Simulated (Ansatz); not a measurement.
# SrAl2H2 (database structure): how the settings move a single-point run

How sensitive is a single-point run of SrAl2H2 (database structure) to its settings? A reference run comes first, then four runs with altered input.

Method: reference: DFT r2SCAN, plane waves, PAW, scalar-relativistic, no spin polarisation, in Ansatz 0.2.0.

### 1 Starting point

The structure is trigonal, space group P-3m1 (No. 164). Conventional cell: a = 4.522 Å, b = 4.522 Å, c = 4.718 Å, α = 90.00°, β = 90.00°, γ = 120.00°. H (site symmetry 3m) is surrounded by 1 Al at 1.70 Å. Al (site symmetry 3m) has 1 H at 1.70 Å as nearest neighbours. Sr (site symmetry -3m) has 6 H at 2.65 Å as nearest neighbours.

As a file:

```cif
data_structure
_symmetry_space_group_name_H-M 'P 1'
_symmetry_Int_Tables_number 1
_cell_length_a 4.5216
_cell_length_b 4.5216
_cell_length_c 4.7176
_cell_angle_alpha 90.000
_cell_angle_beta 90.000
_cell_angle_gamma 120.000
_cell_volume 83.53
loop_
_atom_site_label
_atom_site_type_symbol
_atom_site_fract_x
_atom_site_fract_y
_atom_site_fract_z
_atom_site_occupancy
H1 H 0.33330 0.66670 0.09760 1
H2 H 0.66670 0.33330 0.90240 1
Al1 Al 0.33330 0.66670 0.45890 1
Al2 Al 0.66670 0.33330 0.54110 1
Sr1 Sr 0.00000 0.00000 0.00000 1
```

### 2 Baseline

Contents of input.yaml:

```yaml
crystal:
  lattice:
    - [4.52163666, 0.0, 0.0]
    - [-2.26081833, 3.91584746, 0.0]
    - [0.0, 0.0, 4.71757791]
  atoms:
    - { symbol: H, position: [0.3333, 0.6667, 0.0976] }
    - { symbol: H, position: [0.6667, 0.3333, 0.9024] }
    - { symbol: Al, position: [0.3333, 0.6667, 0.4589] }
    - { symbol: Al, position: [0.6667, 0.3333, 0.5411] }
    - { symbol: Sr, position: [0.0, 0.0, 0.0] }
  symmetry: { tolerance: 0.0003 }
kpoints:
  mp_grid: { grid: [5, 5, 4], shift: [0, 0, 0] }
magnetization:
  spin_polarized: false
scf:
  occupations: { method: fermi_dirac, width: 0.0586 }
hamiltonian:
  pseudopotentials: { kind: paw }
  xc: r2scan
basis:
  ecutwfc: 500
output:
  forces: true
  stress: true
  eigenvalues: true
```

Command:

```console
$ ansatz run input.yaml --threads 1 --pin off --max-ram 2560MiB --backend cpu --events-out ev --progress --plain --runs-dir out
```

Output, shortened:

```text
Warning: the atoms were moved onto the symmetric positions of the space group found under crystal.symmetry.tolerance 3.0e-4 (fractional; no operation is sought that the atoms, as they stand in a round, miss by more than twice it, and no atom is moved by as much as it), and the run uses [...]
Warning: RAYON_NUM_THREADS=1 ignored (pool sized by the plan → 1); use --threads N
[...]
Pseudopotentials: kind: paw
Pseudopotential: H, paw, valence charge 1, recommended cutoff 500 eV (meta_gga), H.paw.azcp
Pseudopotential: Al, paw, valence charge 3, recommended cutoff 500 eV (meta_gga), Al.paw.azcp
Pseudopotential: Sr, paw, valence charge 10, recommended cutoff 500 eV (meta_gga), Sr.paw.azcp
Functional definition: r2SCAN
[...]
Crystal: 5 atoms, lattice volume = 83.530 Å³
Basis set: ecut = 500 eV, 2111 PW (Γ), exchange–correlation on 144×144×144 points (64 copies of the dense FFT grid, shifted against one another)
Bands: 14, of which v1, the nominal top of the filled ones, is band 9 counted from 1 (8 counted from 0)
Symmetry: 12 space group operations
Space group: P-3m1 (ITA 164), of the structure as read, at distance tolerance 1.3e-3 Å
k-points: 17 of 100
[...]
SCF iter   1: F=—  HF=-4669.620157 eV  |F-HF|=—  |Δ(HF+E_count)|=         —  Δρ=3.27e-3  dr2=1.19e-2  dr2_τ=1.82e-2  ethr=1.77e-3  ⟨swp⟩=7.7  Hψ=1905  notcnv=0
[...]
SCF iter   6: F=-4669.669824 eV  HF=-4669.669824 eV  |F-HF|=5.00e-8  |Δ(HF+E_count)|=   3.45e-7  Δρ=9.48e-6  dr2=8.99e-8  dr2_τ=3.27e-9  ethr=5.56e-10  ⟨swp⟩=6.9  Hψ=1522  notcnv=0
[...]
SCF converged after 6 iterations
Free energy (F): -4669.669824 eV
[...]
E sigma→0 (E₀):  -4669.667356 eV
Entropy (-TS):   -0.004936 eV (-0.987 meV/atom)
Fermi energy:    6.493169 eV
[...]
--- Forces (eV/Å), atoms counted from 1 ---
  atom   1  H      0.00000000     0.00000000     0.05128761
  atom   2  H     -0.00000000    -0.00000000    -0.05128761
  atom   3  Al     0.00000000    -0.00000000    -0.03249506
  atom   4  Al    -0.00000000     0.00000000     0.03249506
  atom   5  Sr     0.00000000    -0.00000000     0.00000000
[...]
--- Stress (GPa, compression-positive) ---
        0.170091       0.000000       0.000000
        0.000000       0.170091       0.000000
        0.000000       0.000000       0.163721
  P = ⅓ Tr σ = 0.1680 GPa (1.680 kbar)
--- Band table (eV; the first three rows and the last of 17) ---
  k-point 0: bands = ["-30.6671", "-12.0883", "-12.0289", "-12.0289", "-2.7537", "1.8539", "2.8872", "5.9145", "5.9145", "6.9331", "9.3194", "9.3194", "10.6288", "10.6288"]
[...]
```

It took 2.3 s on 1 thread of Intel Xeon 6975P-C (Granite Rapids), shared host; peak memory 0.58 GiB.

### 3 Changed: n_extra_bands 16, accuracy medium

input.yaml: that of step 2 with these lines changed.

```diff
@@ -18,2 +18,3 @@
   occupations: { method: fermi_dirac, width: 0.0586 }
+  n_extra_bands: 16
 hamiltonian:
@@ -27 +28,6 @@
   eigenvalues: true
+  write_density: true
+  write_potential: true
+  elf: true
+  volumetric_format: npy
+accuracy: medium
```

Command:

```console
$ ansatz run input.yaml --threads 1 --pin off --max-ram 2560MiB --backend cpu --events-out ev --progress --plain --runs-dir out
```

Output, shortened:

```text
Warning: the atoms were moved onto the symmetric positions of the space group found under crystal.symmetry.tolerance 3.0e-4 (fractional; no operation is sought that the atoms, as they stand in a round, miss by more than twice it, and no atom is moved by as much as it), and the run uses [...]
Warning: RAYON_NUM_THREADS=1 ignored (pool sized by the plan → 1); use --threads N
scf.n_extra_bands = 16 over 9 filled bands (N_el = 18.0): the run solves 25 bands
[...]
[... 5 set-up lines as earlier in the session ...]
[...]
Crystal: 5 atoms, lattice volume = 83.530 Å³
Basis set: ecut = 500 eV, 2111 PW (Γ), exchange–correlation on 144×144×144 points (64 copies of the dense FFT grid, shifted against one another)
[...]
k-points: 17 of 100
[...]
SCF iter   1: F=—  HF=-4669.620021 eV  |F-HF|=—  |Δ(HF+E_count)|=         —  Δρ=3.44e-3  dr2=1.36e-2  dr2_τ=1.83e-2  ethr=1.77e-3  ⟨swp⟩=6.5  Hψ=2676  notcnv=0  defer=65
[...]
SCF iter   6: F=-4669.669824 eV  HF=-4669.669824 eV  |F-HF|=4.29e-9  |Δ(HF+E_count)|=   1.93e-7  Δρ=2.27e-6  dr2=3.13e-9  dr2_τ=2.58e-10  ethr=5.56e-10  ⟨swp⟩=17.0  Hψ=3764  notcnv=0
[...]
SCF converged after 6 iterations
Free energy (F): -4669.669824 eV
[...]
E sigma→0 (E₀):  -4669.667356 eV
Entropy (-TS):   -0.004936 eV (-0.987 meV/atom)
Fermi energy:    6.493084 eV
[...]
--- Forces (eV/Å), atoms counted from 1 ---
  atom   1  H      0.00000000     0.00000000     0.05131179
  atom   2  H     -0.00000000    -0.00000000    -0.05131179
  atom   3  Al     0.00000000    -0.00000000    -0.03250191
  atom   4  Al     0.00000000     0.00000000     0.03250191
  atom   5  Sr     0.00000000    -0.00000000     0.00000000
[...]
--- Stress (GPa, compression-positive) ---
        0.170410       0.000000       0.000000
        0.000000       0.170410       0.000000
        0.000000       0.000000       0.164149
  P = ⅓ Tr σ = 0.1683 GPa (1.683 kbar)
--- Band table (eV; the first three rows and the last of 17) ---
[... band rows left out ...]
[...]
```

Run time: 3.3 s. Hardware: 1 thread of Intel Xeon 6975P-C (Granite Rapids), shared host; peak memory 0.56 GiB.

The changed input (band count and accuracy level) leaves the energy the same to the digits printed.

### 4 Changing settings: xc_grid 3

input.yaml: that of step 2 with these lines changed.

```diff
@@ -23,2 +23,3 @@
   ecutwfc: 500
+  xc_grid: 3
 output:
@@ -27 +28,5 @@
   eigenvalues: true
+  write_density: true
+  write_potential: true
+  elf: true
+  volumetric_format: npy
```

Command:

```console
$ ansatz run input.yaml --threads 1 --pin off --max-ram 2560MiB --backend cpu --events-out ev --progress --plain --runs-dir out
```

Output, shortened:

```text
Warning: the atoms were moved onto the symmetric positions of the space group found under crystal.symmetry.tolerance 3.0e-4 (fractional; no operation is sought that the atoms, as they stand in a round, miss by more than twice it, and no atom is moved by as much as it), and the run uses [...]
Warning: RAYON_NUM_THREADS=1 ignored (pool sized by the plan → 1); use --threads N
[...]
[... 5 set-up lines as earlier in the session ...]
[...]
Crystal: 5 atoms, lattice volume = 83.530 Å³
Basis set: ecut = 500 eV, 2111 PW (Γ), exchange–correlation on 108×108×108 points (27 copies of the dense FFT grid, shifted against one another)
Bands: 14, of which v1, the nominal top of the filled ones, is band 9 counted from 1 (8 counted from 0)
[... 1 set-up line as earlier in the session ...]
[...]
SCF iter   6: F=-4669.669824 eV  HF=-4669.669823 eV  |F-HF|=5.00e-8  |Δ(HF+E_count)|=   3.45e-7  Δρ=9.48e-6  dr2=9.00e-8  dr2_τ=3.28e-9  ethr=5.56e-10  ⟨swp⟩=10.8  Hψ=2082  notcnv=0
[...]
SCF converged after 6 iterations
Free energy (F): -4669.669824 eV
[...]
E sigma→0 (E₀):  -4669.667355 eV
Entropy (-TS):   -0.004936 eV (-0.987 meV/atom)
Fermi energy:    6.493177 eV
[...]
--- Forces (eV/Å), atoms counted from 1 ---
  atom   1  H      0.00000000     0.00000000     0.05106120
  atom   2  H     -0.00000000    -0.00000000    -0.05106120
  atom   3  Al     0.00000000    -0.00000000    -0.03312341
  atom   4  Al     0.00000000     0.00000000     0.03312341
  atom   5  Sr     0.00000000     0.00000000     0.00000000
[...]
--- Stress (GPa, compression-positive) ---
        0.170080       0.000000       0.000000
        0.000000       0.170080       0.000000
        0.000000       0.000000       0.162846
  P = ⅓ Tr σ = 0.1677 GPa (1.677 kbar)
--- Band table (eV; the first three rows and the last of 17) ---
  k-point 0: bands = ["-30.6671", "-12.0883", "-12.0289", "-12.0289", "-2.7537", "1.8539", "2.8872", "5.9145", "5.9145", "6.9331", "9.3194", "9.3194", "10.6288", "10.6288"]
[...]
```

Run time: 2.3 s. Hardware: 1 thread of Intel Xeon 6975P-C (Granite Rapids), shared host; peak memory 0.47 GiB.

Changing the numerical grids leaves the energy as it was (0.0 meV/atom).

### 5 Variant: mp_grid.grid [8, 8, 6], mixing.algorithm msr1, mixing.beta 0.9, mixing.ndim 16

input.yaml: that of step 2 with these lines changed.

```diff
@@ -13,3 +13,3 @@
 kpoints:
-  mp_grid: { grid: [5, 5, 4], shift: [0, 0, 0] }
+  mp_grid: { grid: [8, 8, 6], shift: [0, 0, 0] }
 magnetization:
@@ -18,2 +18,3 @@
   occupations: { method: fermi_dirac, width: 0.0586 }
+  mixing: { algorithm: msr1, beta: 0.9, ndim: 16 }
 hamiltonian:
```

Command:

```console
$ ansatz run input.yaml --threads 1 --pin off --max-ram 2560MiB --backend cpu --events-out ev --progress --plain --runs-dir out
```

Output, shortened:

```text
Warning: the atoms were moved onto the symmetric positions of the space group found under crystal.symmetry.tolerance 3.0e-4 (fractional; no operation is sought that the atoms, as they stand in a round, miss by more than twice it, and no atom is moved by as much as it), and the run uses [...]
Warning: RAYON_NUM_THREADS=1 ignored (pool sized by the plan → 1); use --threads N
[...]
[... 5 set-up lines as earlier in the session ...]
[...]
Crystal: 5 atoms, lattice volume = 83.530 Å³
Basis set: ecut = 500 eV, 2111 PW (Γ), exchange–correlation on 144×144×144 points (64 copies of the dense FFT grid, shifted against one another)
Bands: 14, of which v1, the nominal top of the filled ones, is band 9 counted from 1 (8 counted from 0)
[... 1 set-up line as earlier in the session ...]
[...]
SCF iter   7: F=-4669.693376 eV  HF=-4669.693376 eV  |F-HF|=2.15e-9  |Δ(HF+E_count)|=   4.21e-8  Δρ=1.93e-6  dr2=3.40e-9  dr2_τ=1.34e-10  ethr=5.56e-10  ⟨swp⟩=8.3  Hψ=4112  notcnv=0
[...]
SCF converged after 7 iterations
Free energy (F): -4669.693376 eV
[...]
E sigma→0 (E₀):  -4669.692164 eV
Entropy (-TS):   -0.002422 eV (-0.484 meV/atom)
Fermi energy:    6.502068 eV
[...]
--- Forces (eV/Å), atoms counted from 1 ---
  atom   1  H     -0.00000000     0.00000000     0.06109288
  atom   2  H     -0.00000000    -0.00000000    -0.06109288
  atom   3  Al     0.00000000    -0.00000000    -0.02402153
  atom   4  Al     0.00000000     0.00000000     0.02402153
  atom   5  Sr    -0.00000000    -0.00000000     0.00000000
[...]
--- Stress (GPa, compression-positive) ---
        0.208633       0.000000       0.000000
       -0.000000       0.208633       0.000000
        0.000000       0.000000       0.243824
  P = ⅓ Tr σ = 0.2204 GPa (2.204 kbar)
--- Band table (eV; the first three rows and the last of 50) ---
  k-point 0: bands = ["-30.6776", "-12.0944", "-12.0403", "-12.0403", "-2.7540", "1.8472", "2.8852", "5.9171", "5.9171", "6.9329", "9.3256", "9.3256", "10.6255", "10.6255"]
[...]
```

Run time: 4.7 s. Hardware: 1 thread of Intel Xeon 6975P-C (Granite Rapids), shared host; peak memory 0.63 GiB.

Changing the k-point mesh and mixing moves the energy by -4.7 meV/atom. Sampling errors of the energy have no fixed sign. Of the settings changed, the mesh is the one that moves energies this far. Cost: 7 SCF cycles against 6, 4.7 s against 2.3 s.

### 6 Changed: ecutwfc 400 eV

input.yaml: that of step 2 with these lines changed.

```diff
@@ -22,3 +22,3 @@
 basis:
-  ecutwfc: 500
+  ecutwfc: "400 eV"
 output:
@@ -27 +27,5 @@
   eigenvalues: true
+  write_density: true
+  write_potential: true
+  elf: true
+  volumetric_format: npy
```

Command:

```console
$ ansatz run input.yaml --threads 1 --pin off --max-ram 2560MiB --backend cpu --events-out ev --progress --plain --runs-dir out
```

Output, shortened:

```text
Warning: the atoms were moved onto the symmetric positions of the space group found under crystal.symmetry.tolerance 3.0e-4 (fractional; no operation is sought that the atoms, as they stand in a round, miss by more than twice it, and no atom is moved by as much as it), and the run uses [...]
Warning: basis.ecutwfc = 400 eV is below the records' recommended 500 eV, and the density's cutoff is lower with it unless basis.ecutrho_ratio is high enough to keep the records' density cutoff: compare with a run at a higher cutoff
Warning: RAYON_NUM_THREADS=1 ignored (pool sized by the plan → 1); use --threads N
[...]
[... 5 set-up lines as earlier in the session ...]
[...]
Crystal: 5 atoms, lattice volume = 83.530 Å³
Basis set: ecut = 400 eV, 1533 PW (Γ), exchange–correlation on 120×120×128 points (64 copies of the dense FFT grid, shifted against one another)
[...]
k-points: 17 of 100
[...]
SCF iter   1: F=—  HF=-4669.611411 eV  |F-HF|=—  |Δ(HF+E_count)|=         —  Δρ=3.13e-3  dr2=1.15e-2  dr2_τ=1.84e-2  ethr=1.77e-3  ⟨swp⟩=7.4  Hψ=1858  notcnv=0
[...]
SCF iter   6: F=-4669.661540 eV  HF=-4669.661540 eV  |F-HF|=4.65e-8  |Δ(HF+E_count)|=   3.02e-7  Δρ=9.20e-6  dr2=8.81e-8  dr2_τ=1.47e-9  ethr=5.56e-10  ⟨swp⟩=11.0  Hψ=2122  notcnv=0
[...]
SCF converged after 6 iterations
Free energy (F): -4669.661540 eV
[...]
E sigma→0 (E₀):  -4669.659072 eV
Entropy (-TS):   -0.004938 eV (-0.988 meV/atom)
Fermi energy:    6.493045 eV
[...]
--- Forces (eV/Å), atoms counted from 1 ---
  atom   1  H      0.00000000     0.00000000     0.05024748
  atom   2  H      0.00000000    -0.00000000    -0.05024748
  atom   3  Al     0.00000000    -0.00000000    -0.03173292
  atom   4  Al     0.00000000     0.00000000     0.03173292
  atom   5  Sr     0.00000000     0.00000000     0.00000000
[...]
--- Stress (GPa, compression-positive) ---
        0.165815      -0.000000       0.000000
        0.000000       0.165815       0.000000
        0.000000       0.000000       0.158212
  P = ⅓ Tr σ = 0.1633 GPa (1.633 kbar)
--- Band table (eV; the first three rows and the last of 17) ---
  k-point 0: bands = ["-30.6656", "-12.0869", "-12.0277", "-12.0277", "-2.7537", "1.8546", "2.8877", "5.9148", "5.9148", "6.9330", "9.3198", "9.3198", "10.6293", "10.6293"]
[...]
```

Wall time 2 s (1 thread of Intel Xeon 6975P-C (Granite Rapids), shared host); peak memory 0.47 GiB.

Changing the cutoff moves the energy by +1.7 meV/atom. The lower cutoff gives the higher energy: the smaller basis describes the state less well. The log warns that the cutoff is under what these potentials recommend, so the shift is basis error.

### 7 Comparison

```tsv
run	ending	energy change	pressure (GPa)	gap (eV)	force (eV/Å)	cycles	time
reference	converged	0	0.2	0.00	0.05	6	2.3 s
1: n_extra_bands 16, accuracy medium	converged	0.0 meV/atom	0.2	0.00	0.05	6	3.3 s
2: xc_grid 3	converged	0.0 meV/atom	0.2	0.00	0.05	6	2.3 s
3: mp_grid.grid [8, 8, 6], mixing.algorithm msr1, mixing.beta 0.9, mixing.ndim 16	converged	-4.7 meV/atom	0.2	0.00	0.06	7	4.7 s
4: ecutwfc 400 eV	converged	+1.7 meV/atom	0.2	0.00	0.05	6	2 s
```

Times don't compare one to one where runs were asked for different outputs or read a saved state (see the inputs); cycles may leave out searches for a lower state.

Residual by cycle in the longest SCF loop of each run; runs are numbered as in the table. The quantity is the density residual dr2, in eV.

```tsv
cycle	reference	run 1	run 2	run 3	run 4
1	0.0119	0.0136	0.0119	0.0135	0.0115
2	0.00597	0.00435	0.00597	0.00424	0.00596
3	3.5e-4	8.3e-5	3.5e-4	2.6e-4	3.3e-4
4	4.1e-5	8.4e-6	4.1e-5	3.9e-5	4.6e-5
5	1.9e-6	3.0e-7	1.9e-6	2.6e-6	2.1e-6
6	9.0e-8	3.1e-9	9.0e-8	1.2e-7	8.8e-8
7	-	-	-	3.4e-9	-
```

Of the converged runs whose energies compare with the reference's, «mp_grid.grid [8, 8, 6], mixing.algorithm msr1, mixing.beta 0.9, mixing.ndim 16» moves the energy most (-4.7 meV/atom). Run 4 ran under the cutoff that the potentials recommend, as the log warns, so basis error is mixed into its values.

The reference has limits of its own: its mesh is coarse for a cell with so small a gap or none.
